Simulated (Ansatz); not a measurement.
# CH₉NSn (built from SMILES C[NH][SnH3].[H][H]): search for a transition state

Is there a first-order saddle for this four-centre ligand exchange, which should form Sn1–H8, N2–H7 and break Sn1–N2, H7–H8, and which two structures does it connect?

Computed with Ansatz 0.2.0, Gaussian basis. Level: PBE0-D4, def2-SVP first, then def2-TZVP.

143 further runs of the same task are left out: 143 set aside as unsound or not needed.

## (1) Where the work starts

The guess: 12 atoms, charge 0, spin multiplicity 1.

Atoms are counted from 1 here; the program's logs count them from 0.

Bond lengths: Sn1–N2 2.207 Å, Sn1–H4 1.700 Å, Sn1–H5 1.664 Å, Sn1–H6 1.668 Å, N2–C3 1.446 Å, N2–H7 1.269 Å, N2–H9 1.014 Å, C3–H10 1.091 Å, C3–H11 1.093 Å, C3–H12 1.087 Å. Angles: N2–Sn1–H4 99.8°, N2–Sn1–H5 110.0°, N2–Sn1–H6 110.3°, H4–Sn1–H5 106.5°, H4–Sn1–H6 107.0°, H5–Sn1–H6 121.0°, Sn1–N2–C3 120.2°, Sn1–N2–H7 81.9°, Sn1–N2–H9 113.4°, C3–N2–H7 118.6°, C3–N2–H9 109.2°, H7–N2–H9 111.3°, N2–C3–H10 110.8°, N2–C3–H11 111.7°, N2–C3–H12 108.5°, H10–C3–H11 108.6°, H10–C3–H12 108.5°, H11–C3–H12 108.7°.

As a file:

```mol
CH9NSn
  3D, bonds by distance, orders not assigned

 12 10  0  0  0  0  0  0  0  0999 V2000
   -0.6509    1.2147    0.8524 Sn  0  0
    0.1753   -0.6977    0.1224 N   0  0
    0.1500   -1.0083   -1.2896 C   0  0
   -2.2675    1.0397    0.3572 H   0  0
   -0.0212    2.4794   -0.0263 H   0  0
   -0.6535    1.2445    2.5199 H   0  0
    1.2411   -0.2221    0.6205 H   0  0
    1.7224    0.6986    1.1797 H   0  0
   -0.1488   -1.5023    0.6472 H   0  0
    0.7208   -1.9151   -1.4963 H   0  0
   -0.8713   -1.1483   -1.6543 H   0  0
    0.6037   -0.1833   -1.8328 H   0  0
  1  2  8  0
  1  4  8  0
  1  5  8  0
  1  6  8  0
  2  3  8  0
  2  7  8  0
  2  9  8  0
  3 10  8  0
  3 11  8  0
  3 12  8  0
M  END
```

Distances that are to change: Sn1–H8 2.45 Å, N2–H7 1.27 Å, Sn1–N2 2.21 Å, H7–H8 1.18 Å.

## (2) Relaxing the guess with the reacting distances held

Input file hold/in.yaml:

```yaml
crystal:
  periodic: [false, false, false]
  atoms:
    - {symbol: Sn, position_ang: [-0.650900, 1.214700, 0.852400]}
    - {symbol: N, position_ang: [0.175300, -0.697700, 0.122400]}
    - {symbol: C, position_ang: [0.150000, -1.008300, -1.289600]}
    - {symbol: H, position_ang: [-2.267500, 1.039700, 0.357200]}
    - {symbol: H, position_ang: [-0.021200, 2.479400, -0.026300]}
    - {symbol: H, position_ang: [-0.653500, 1.244500, 2.519900]}
    - {symbol: H, position_ang: [1.241100, -0.222100, 0.620500]}
    - {symbol: H, position_ang: [1.722400, 0.698600, 1.179700]}
    - {symbol: H, position_ang: [-0.148800, -1.502300, 0.647200]}
    - {symbol: H, position_ang: [0.720800, -1.915100, -1.496300]}
    - {symbol: H, position_ang: [-0.871300, -1.148300, -1.654300]}
    - {symbol: H, position_ang: [0.603700, -0.183300, -1.832800]}
basis:
  gaussian: {orbitals: def2-SVP}
hamiltonian: {xc: pbe0, dispersion: d4}
relax: {f_tol: 0.04, max_steps: 150, escape_saddle: false, constraints: [{distance: [0, 7]}, {distance: [1, 6]}, {distance: [0, 1]}, {distance: [6, 7]}]}
```

Started as:

```sh
ansatz run in.yaml --threads 4 --pin off --events-out ev --progress --plain --max-ram 9574MiB
```

The log of the run:

```text
Functional definition: PBE0
  name "PBE0"
  cite "Adamo & Barone, J. Chem. Phys. 110, 6158 (1999) doi:10.1063/1.478522"
  cite "Perdew, Burke & Ernzerhof, Phys. Rev. Lett. 77, 3865 (1996) doi:10.1103/PhysRevLett.77.3865"
  parent pbe
  parameter a = 0.25
  parameter kappa = 0.804
  parameter beta = 0.06672455060314922
  exchange = (1 - a)*pbe_x(kappa = kappa, mu = beta*pi^2/3) + a*exact_x
  correlation = pbe_c(beta = beta)
1190 factors; integrals over basis functions are off by at most 4.0e-4 eV
mean field evaluation 1: about -8492.2590 eV, gradient 4.5e1 eV
mean field evaluation 2: about -8485.6189 eV, gradient 6.9e1 eV
mean field evaluation 4: about -8496.8408 eV, gradient 2.9e0 eV
mean field evaluation 8: about -8496.8906 eV, gradient 7.3e-2 eV
mean field evaluation 16: about -8496.8906 eV, gradient 2.4e-5 eV
mean field -8496.89062149 eV, -312.2549709403 hartree, gradient 2.4e-5 eV, S^2 0.000000; 0 other end points of the search recorded, 0 dependent functions left out
the calculation of the forces begins
reference -8496.89065431 eV, -312.2549721467 hartree; 22, 22 occupied and 77, 77 virtual orbitals, 1190 factors
relax step   1: F+E_penalty+E_count = -8497.08566720 eV  Δ(F+E_penalty+E_count) = +0.000e0 eV  max|allowed force component| = 5.361e-1 eV/Å  Δτ_max = 0.0000 Å  (24 SCF iters, accepted)
  distance Sn 0 - H 7 held at 2.450722 Å   reaction = +2.5520e-1 eV/Å
  distance N 1 - H 6 held at 1.268948 Å   reaction = +3.7539e-1 eV/Å
  distance Sn 0 - N 1 held at 2.207437 Å   reaction = +4.4953e-1 eV/Å
  distance H 6 - H 7 held at 1.179849 Å   reaction = +7.2221e-1 eV/Å
these checks for a lower state are left out or cut short: starts, cluster_reference, orbital_swaps, neighbouring_geometries, increment
1190 factors; integrals over basis functions are off by at most 3.6e-4 eV
mean field -8496.87061291 eV, -312.2542356385 hartree, gradient 2.1e-5 eV, S^2 0.000000; 0 other end points of the search recorded, 0 dependent functions left out
the calculation of the forces begins
reference -8496.87064622 eV, -312.2542368629 hartree; 22, 22 occupied and 77, 77 virtual orbitals, 1190 factors
relax step   2: F+E_penalty+E_count = -8497.06339122 eV  Δ(F+E_penalty+E_count) = +2.228e-2 eV  max|allowed force component| = 6.551e-1 eV/Å  Δτ_max = 0.1792 Å  (28 SCF iters, rejected (line search))
  distance Sn 0 - H 7 held at 2.450722 Å   reaction = +1.5146e-1 eV/Å
  distance N 1 - H 6 held at 1.268948 Å   reaction = +3.7487e-1 eV/Å
  distance Sn 0 - N 1 held at 2.207437 Å   reaction = -2.7651e-3 eV/Å
  distance H 6 - H 7 held at 1.179849 Å   reaction = +7.2556e-1 eV/Å
these checks for a lower state are left out or cut short: starts, cluster_reference, orbital_swaps, neighbouring_geometries, increment
1190 factors; integrals over basis functions are off by at most 3.8e-4 eV
mean field -8496.96318625 eV, -312.2576376462 hartree, gradient 1.3e-5 eV, S^2 0.000000; 0 other end points of the search recorded, 0 dependent functions left out
the calculation of the forces begins
reference -8496.96321922 eV, -312.2576388579 hartree; 22, 22 occupied and 77, 77 virtual orbitals, 1190 factors
relax step   3: F+E_penalty+E_count = -8497.15722467 eV  Δ(F+E_penalty+E_count) = -7.156e-2 eV  max|allowed force component| = 1.318e-1 eV/Å  Δτ_max = 0.0873 Å  (29 SCF iters, accepted)
  distance Sn 0 - H 7 held at 2.450722 Å   reaction = +2.1107e-1 eV/Å
  distance N 1 - H 6 held at 1.268948 Å   reaction = +3.4543e-1 eV/Å
  distance Sn 0 - N 1 held at 2.207437 Å   reaction = +2.2443e-1 eV/Å
  distance H 6 - H 7 held at 1.179849 Å   reaction = +6.8198e-1 eV/Å
these checks for a lower state are left out or cut short: starts, cluster_reference, orbital_swaps, neighbouring_geometries, increment
1190 factors; integrals over basis functions are off by at most 3.8e-4 eV
mean field evaluation 32: about -8496.9320 eV, gradient 2.4e-2 eV
mean field -8496.96282371 eV, -312.2576243229 hartree, gradient 1.3e-5 eV, S^2 0.000000; 0 other end points of the search recorded, 0 dependent functions left out
the calculation of the forces begins
reference -8496.96285658 eV, -312.2576255311 hartree; 22, 22 occupied and 77, 77 virtual orbitals, 1190 factors
relax step   4: F+E_penalty+E_count = -8497.15731813 eV  Δ(F+E_penalty+E_count) = -9.346e-5 eV  max|allowed force component| = 1.878e-1 eV/Å  Δτ_max = 0.0860 Å  (28 SCF iters, accepted)
  distance Sn 0 - H 7 held at 2.450722 Å   reaction = +2.0415e-1 eV/Å
  distance N 1 - H 6 held at 1.268948 Å   reaction = +4.0053e-1 eV/Å
  distance Sn 0 - N 1 held at 2.207437 Å   reaction = +2.1864e-1 eV/Å
  distance H 6 - H 7 held at 1.179849 Å   reaction = +6.8486e-1 eV/Å
these checks for a lower state are left out or cut short: starts, cluster_reference, orbital_swaps, neighbouring_geometries, increment
1190 factors; integrals over basis functions are off by at most 3.8e-4 eV
mean field -8496.96237656 eV, -312.2576078907 hartree, gradient 1.0e-5 eV, S^2 0.000000; 0 other end points of the search recorded, 0 dependent functions left out
the calculation of the forces begins
reference -8496.96240932 eV, -312.2576090944 hartree; 22, 22 occupied and 77, 77 virtual orbitals, 1190 factors
relax step   5: F+E_penalty+E_count = -8497.15732483 eV  Δ(F+E_penalty+E_count) = -6.694e-6 eV  max|allowed force component| = 1.608e-1 eV/Å  Δτ_max = 0.0997 Å  (28 SCF iters, accepted)
  distance Sn 0 - H 7 held at 2.450722 Å   reaction = +2.2436e-1 eV/Å
  distance N 1 - H 6 held at 1.268948 Å   reaction = +4.4995e-1 eV/Å
  distance Sn 0 - N 1 held at 2.207437 Å   reaction = +1.6676e-1 eV/Å
  distance H 6 - H 7 held at 1.179849 Å   reaction = +6.8034e-1 eV/Å
these checks for a lower state are left out or cut short: starts, cluster_reference, orbital_swaps, neighbouring_geometries, increment
1190 factors; integrals over basis functions are off by at most 3.8e-4 eV
mean field -8496.96717252 eV, -312.2577841388 hartree, gradient 1.4e-5 eV, S^2 0.000000; 0 other end points of the search recorded, 0 dependent functions left out
the calculation of the forces begins
reference -8496.96720533 eV, -312.2577853448 hartree; 22, 22 occupied and 77, 77 virtual orbitals, 1190 factors
relax step   6: F+E_penalty+E_count = -8497.16185005 eV  Δ(F+E_penalty+E_count) = -4.525e-3 eV  max|allowed force component| = 7.502e-2 eV/Å  Δτ_max = 0.0728 Å  (28 SCF iters, accepted)
  distance Sn 0 - H 7 held at 2.450722 Å   reaction = +2.0643e-1 eV/Å
  distance N 1 - H 6 held at 1.268948 Å   reaction = +4.1410e-1 eV/Å
  distance Sn 0 - N 1 held at 2.207437 Å   reaction = +2.0858e-1 eV/Å
  distance H 6 - H 7 held at 1.179849 Å   reaction = +6.7744e-1 eV/Å
these checks for a lower state are left out or cut short: starts, cluster_reference, orbital_swaps, neighbouring_geometries, increment
1190 factors; integrals over basis functions are off by at most 3.8e-4 eV
mean field -8496.96710761 eV, -312.2577817534 hartree, gradient 1.4e-5 eV, S^2 0.000000; 0 other end points of the search recorded, 0 dependent functions left out
the calculation of the forces begins
reference -8496.96714046 eV, -312.2577829606 hartree; 22, 22 occupied and 77, 77 virtual orbitals, 1190 factors
relax step   7: F+E_penalty+E_count = -8497.16183881 eV  Δ(F+E_penalty+E_count) = +1.123e-5 eV  max|allowed force component| = 3.962e-2 eV/Å  Δτ_max = 0.0761 Å  (28 SCF iters, rejected (line search))
  distance Sn 0 - H 7 held at 2.450722 Å   reaction = +2.1652e-1 eV/Å
  distance N 1 - H 6 held at 1.268948 Å   reaction = +3.9112e-1 eV/Å
  distance Sn 0 - N 1 held at 2.207437 Å   reaction = +1.9308e-1 eV/Å
  distance H 6 - H 7 held at 1.179849 Å   reaction = +6.6198e-1 eV/Å
these checks for a lower state are left out or cut short: starts, cluster_reference, orbital_swaps, neighbouring_geometries, increment
1190 factors; integrals over basis functions are off by at most 3.8e-4 eV
mean field evaluation 64: about -8496.9682 eV, gradient 7.9e-6 eV
mean field -8496.96815569 eV, -312.2578202697 hartree, gradient 7.9e-6 eV, S^2 0.000000; 0 other end points of the search recorded, 0 dependent functions left out
the calculation of the forces begins
reference -8496.96818852 eV, -312.2578214763 hartree; 22, 22 occupied and 77, 77 virtual orbitals, 1190 factors
relax step   8: F+E_penalty+E_count = -8497.16277139 eV  Δ(F+E_penalty+E_count) = -9.213e-4 eV  max|allowed force component| = 1.065e-2 eV/Å  Δτ_max = 0.0210 Å  (23 SCF iters, accepted)
  distance Sn 0 - H 7 held at 2.450722 Å   reaction = +2.1754e-1 eV/Å
  distance N 1 - H 6 held at 1.268948 Å   reaction = +4.0328e-1 eV/Å
  distance Sn 0 - N 1 held at 2.207437 Å   reaction = +2.0072e-1 eV/Å
  distance H 6 - H 7 held at 1.179849 Å   reaction = +6.6831e-1 eV/Å
1190 factors; integrals over basis functions are off by at most 3.8e-4 eV
mean field -8496.96815569 eV, -312.2578202697 hartree, gradient 7.9e-6 eV, S^2 0.000000; 1 other end points of the search recorded, 0 dependent functions left out
the calculation of the forces begins
reference -8496.96818852 eV, -312.2578214763 hartree; 22, 22 occupied and 77, 77 virtual orbitals, 1190 factors
Total energy: -8497.16280422 eV, -312.2649734713 hartree
Atom 0 at    -0.627778     1.201501     0.862585 Å, force     0.286965    -0.214126    -0.037946 eV/Å
Atom 1 at     0.172180    -0.723158     0.135582 Å, force     0.260844     0.348745     0.212718 eV/Å
Atom 2 at     0.143314    -0.997380    -1.291895 Å, force    -0.001646    -0.005879    -0.002072 eV/Å
Atom 3 at    -2.255132     0.890563     0.336399 Å, force    -0.002401    -0.000215    -0.001743 eV/Å
Atom 4 at    -0.036535     2.514416    -0.046773 Å, force    -0.002423    -0.004077     0.000599 eV/Å
Atom 5 at    -0.647357     1.324297     2.561366 Å, force    -0.002427     0.002753     0.003883 eV/Å
Atom 6 at     1.219161    -0.204307     0.630408 Å, force    -0.031197     0.345717     0.150270 eV/Å
Atom 7 at     1.750528     0.698401     1.173372 Å, force    -0.510818    -0.468956    -0.333251 eV/Å
Atom 8 at    -0.168498    -1.515121     0.685617 Å, force     0.000319    -0.008183     0.004042 eV/Å
Atom 9 at     0.651520    -1.946490    -1.525867 Å, force     0.000571     0.003076    -0.000095 eV/Å
Atom 10 at    -0.880860    -1.048752    -1.698471 Å, force     0.002789     0.003615     0.005355 eV/Å
Atom 11 at     0.679557    -0.194169    -1.822325 Å, force    -0.000575    -0.002469    -0.001761 eV/Å
Dipole moment:    -0.441514    -0.384222    -0.295574 e Å
```

Run time: 15 s. Hardware: 4 threads of Arm Neoverse V2, shared host.

Along the way: (the energy doesn't fall at every step)

```tsv
step	energy from step 1 (eV)	largest force component (eV/Å)
1	0.0000	0.5361
2	0.0223	0.6551
3	-0.0716	0.1318
4	-0.0717	0.1878
5	-0.0717	0.1608
6	-0.0762	0.0750
7	-0.0762	0.0396
8	-0.0771	0.0106
```

Close pairs (by a distance rule), those that changed most:

```tsv
bond	before (Å)	after (Å)	change (Å)
Sn1–H5	1.664	1.703	+0.039
Sn1–H4	1.700	1.738	+0.039
Sn1–H6	1.668	1.703	+0.036
C3–H12	1.087	1.102	+0.015
C3–H10	1.091	1.102	+0.010
C3–H11	1.093	1.103	+0.010
N2–H9	1.014	1.023	+0.009
N2–C3	1.446	1.454	+0.008
```

## (3) Force constants to start from

Input file hessian/in.yaml:

```yaml
crystal:
  periodic: [false, false, false]
  atoms:
    - {symbol: Sn, position_ang: [-0.627778, 1.201501, 0.862585]}
    - {symbol: N, position_ang: [0.172180, -0.723158, 0.135582]}
    - {symbol: C, position_ang: [0.143314, -0.997380, -1.291895]}
    - {symbol: H, position_ang: [-2.255132, 0.890563, 0.336399]}
    - {symbol: H, position_ang: [-0.036535, 2.514416, -0.046773]}
    - {symbol: H, position_ang: [-0.647357, 1.324297, 2.561366]}
    - {symbol: H, position_ang: [1.219161, -0.204307, 0.630408]}
    - {symbol: H, position_ang: [1.750528, 0.698401, 1.173372]}
    - {symbol: H, position_ang: [-0.168498, -1.515121, 0.685617]}
    - {symbol: H, position_ang: [0.651520, -1.946490, -1.525867]}
    - {symbol: H, position_ang: [-0.880860, -1.048752, -1.698471]}
    - {symbol: H, position_ang: [0.679557, -0.194169, -1.822325]}
basis:
  gaussian: {orbitals: def2-SVP}
hamiltonian: {xc: pbe0, dispersion: d4}
phonons: {}
scf: {lower_state_search: off}
```

Started as:

```sh
ansatz run in.yaml --threads 4 --pin off --events-out ev --progress --plain --max-ram 9574MiB
```

The log of the run, cut to the lines that bear on the results:

```text
[... 5 set-up lines as earlier in the session ...]
[...]
1191 factors; integrals over basis functions are off by at most 3.8e-4 eV
[...]
mean field -8496.96815301 eV, -312.2578201711 hartree, gradient 6.2e-6 eV, S^2 0.000000; 0 other end points of the search recorded, 0 dependent functions left out
[...]
reference -8496.96818590 eV, -312.2578213801 hartree; 22, 22 occupied and 77, 77 virtual orbitals, 1191 factors
[... from here to the last solve, the lines of the solves are left out (71 solves) ...]
1191 factors; integrals over basis functions are off by at most 3.8e-4 eV
[...]
mean field -8496.96812690 eV, -312.2578192118 hartree, gradient 2.4e-6 eV, S^2 0.000000; 0 other end points of the search recorded, 0 dependent functions left out
[...]
WARN: phonons: modes at or below zero, which the zero-point energy, F, S and C_V leave out: 1, the lowest at -1505.02 cm⁻¹. A minimum has none, and a first-order saddle one
[...]
Atom 5 at    -0.647357     1.324297     2.561366 Å, force    -0.002403     0.002774     0.003848 eV/Å
Atom 6 at     1.219161    -0.204307     0.630408 Å, force    -0.031145     0.345693     0.150275 eV/Å
Atom 7 at     1.750528     0.698401     1.173372 Å, force    -0.510849    -0.468958    -0.333261 eV/Å
Atom 8 at    -0.168498    -1.515121     0.685617 Å, force     0.000317    -0.008188     0.004040 eV/Å
Atom 9 at     0.651520    -1.946490    -1.525867 Å, force     0.000579     0.003077    -0.000093 eV/Å
Atom 10 at    -0.880860    -1.048752    -1.698471 Å, force     0.002810     0.003626     0.005357 eV/Å
Atom 11 at     0.679557    -0.194169    -1.822325 Å, force    -0.000580    -0.002466    -0.001767 eV/Å
Dipole moment:    -0.441514    -0.384222    -0.295574 e Å
Vibrations: -1505.02 136.88 193.10 203.88 302.70 433.62 484.03 539.03 602.69 660.12 727.91 757.47 810.92 1032.71 1085.36 1138.81 1294.33 1323.05 1437.83 1465.66 1483.95 1575.54 1640.71 1853.39 1950.10 1974.97 3038.00 3126.31 3141.33 3529.09 cm⁻¹, zero-point energy 2.352196 eV
Checks for a lower state left out: stability, starts, cluster_reference, orbital_swaps, neighbouring_geometries, increment
```

Run time: 78 s. Hardware: 4 threads of Arm Neoverse V2, shared host.

The structure is not stationary yet, so these wavenumbers are no spectrum; the search needs only the force constants.

## (4) Saddle search in the small basis

A small driver takes partitioned rational-function steps: uphill along one mode, downhill along the rest. It calls the program once a step for energy and forces and updates the Hessian by Bofill's formula. It stops when the largest force is under 0.04 eV/Å and the followed curvature is negative. The first step's input:

Input file presaddle/in.yaml:

```yaml
crystal:
  periodic: [false, false, false]
  atoms:
    - {symbol: Sn, position_ang: [-0.627778, 1.201501, 0.862585]}
    - {symbol: N, position_ang: [0.172180, -0.723158, 0.135582]}
    - {symbol: C, position_ang: [0.143314, -0.997380, -1.291895]}
    - {symbol: H, position_ang: [-2.255132, 0.890563, 0.336399]}
    - {symbol: H, position_ang: [-0.036535, 2.514416, -0.046773]}
    - {symbol: H, position_ang: [-0.647357, 1.324297, 2.561366]}
    - {symbol: H, position_ang: [1.219161, -0.204307, 0.630408]}
    - {symbol: H, position_ang: [1.750528, 0.698401, 1.173372]}
    - {symbol: H, position_ang: [-0.168498, -1.515121, 0.685617]}
    - {symbol: H, position_ang: [0.651520, -1.946490, -1.525867]}
    - {symbol: H, position_ang: [-0.880860, -1.048752, -1.698471]}
    - {symbol: H, position_ang: [0.679557, -0.194169, -1.822325]}
basis:
  gaussian: {orbitals: def2-SVP}
hamiltonian: {xc: pbe0, dispersion: d4}
output: {forces: true}
scf: {lower_state_search: off}
```

Started as:

```sh
ansatz run in.yaml --threads 4 --pin off --events-out ev --progress --plain --max-ram 9574MiB
```

The driver's record:

```tsv
step	energy (eV)	largest force (eV/Å)	followed curvature (eV/Å²)
1	-8497.16279	0.5109	-10.51
2	-8497.22331	0.0758	-10.45
3	-8497.22345	0.0124	-10.38
```

The 3 steps took 3.7 s in all (4 threads of Arm Neoverse V2, shared host).

## (5) Saddle search in triple zeta

The search itself is an outer loop (partitioned rational-function steps, Bofill update of the Hessian). Each step is one single-point run with forces. It stops when the largest force is under 0.018 eV/Å and the followed curvature is negative. The first step's input:

Input file saddle/in.yaml:

```yaml
crystal:
  periodic: [false, false, false]
  atoms:
    - {symbol: Sn, position_ang: [-0.574662, 1.197522, 0.876266]}
    - {symbol: N, position_ang: [0.187635, -0.732907, 0.128326]}
    - {symbol: C, position_ang: [0.146511, -1.008756, -1.297786]}
    - {symbol: H, position_ang: [-2.206184, 0.890602, 0.342286]}
    - {symbol: H, position_ang: [-0.015951, 2.533369, -0.027470]}
    - {symbol: H, position_ang: [-0.639748, 1.342814, 2.577108]}
    - {symbol: H, position_ang: [1.199256, -0.166543, 0.640397]}
    - {symbol: H, position_ang: [1.607016, 0.693546, 1.153081]}
    - {symbol: H, position_ang: [-0.149563, -1.527264, 0.678030]}
    - {symbol: H, position_ang: [0.654881, -1.956088, -1.539449]}
    - {symbol: H, position_ang: [-0.881788, -1.062487, -1.694223]}
    - {symbol: H, position_ang: [0.672698, -0.204008, -1.836566]}
basis:
  gaussian: {orbitals: def2-TZVP}
hamiltonian: {xc: pbe0, dispersion: d4}
output: {forces: true}
scf: {lower_state_search: off}
```

Started as:

```sh
ansatz run in.yaml --threads 4 --pin off --events-out ev --progress --plain --max-ram 9574MiB
```

Step by step:

```tsv
step	energy (eV)	largest force (eV/Å)	followed curvature (eV/Å²)
1	-8500.45194	0.3675	-10.38
2	-8500.46418	0.0478	-10.38
3	-8500.46475	0.0161	-10.38
```

The 3 steps took 5.9 s in all (4 threads of Arm Neoverse V2, shared host).

The point found:

```xyz
12
charge 0, multiplicity 1
Sn   -0.5736    1.1772    0.8628
N     0.1666   -0.7423    0.1554
C     0.1585   -0.9841   -1.2817
H    -2.2093    0.8523    0.3723
H    -0.0500    2.4940   -0.0769
H    -0.6003    1.3522    2.5542
H     1.1798   -0.1945    0.6393
H     1.6138    0.6979    1.1001
H    -0.1944   -1.5399    0.6724
H     0.6402   -1.9341   -1.5257
H    -0.8536   -0.9928   -1.6980
H     0.7224   -0.1861   -1.7744
```

Followed mode, largest move set to 1: H7 (-0.58, -0.67, -0.46); H8 (-0.17, 0.39, 0.15); Sn1 (0.25, 0.19, 0.15); N2 (0.19, -0.02, 0.03).

[end of part 1 of 2]
